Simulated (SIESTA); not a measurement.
Fe, a sheet with vacuum:

```xyz
1
Lattice="2.3112 0.0000 0.0000 0.0000 2.3112 0.0000 0.0000 0.0000 23.8000" Properties=species:S:1:pos:R:3 pbc="T T T"
Fe    0.0000    0.0000    7.0001
```

The cell was built by a generator and needn't be a form met in nature.

Base run:

| Property | Result |
| --- | --- |
| Program | SIESTA 5.4.2 |
| Functional | PBE |
| Potentials or basis | PseudoDojo 0.4 standard (PBE files) |
| Basis | DZP (energy shift 0.003 Ry; two zetas on semicore shells) |
| Grid cutoff | 800 Ry |
| Energy shift | 0.003 Ry |
| k mesh | 11 × 11 × 1 |
| Occupations | fermi-dirac, width 0.05 eV |
| Spin | collinear spin, zero start |
| Starting moments | [0.0] μB |

Its results: band gap on the k mesh none (metal or under the smearing width); net moment 0.00 μB per cell.

Q: The run is repeated on the same cell with these changes: spin from collinear spin, zero start to collinear spin, fm_larger start; moments at the start from [0.0] to [4.5]. What comes out?

A: Band gap on the k mesh none (metal or under the smearing width); net moment 2.76 μB per cell; site moments Fe +2.76 μB.

Caveats: the basis of atomic orbitals isn't converged, which shifts pressures, moduli and gaps.
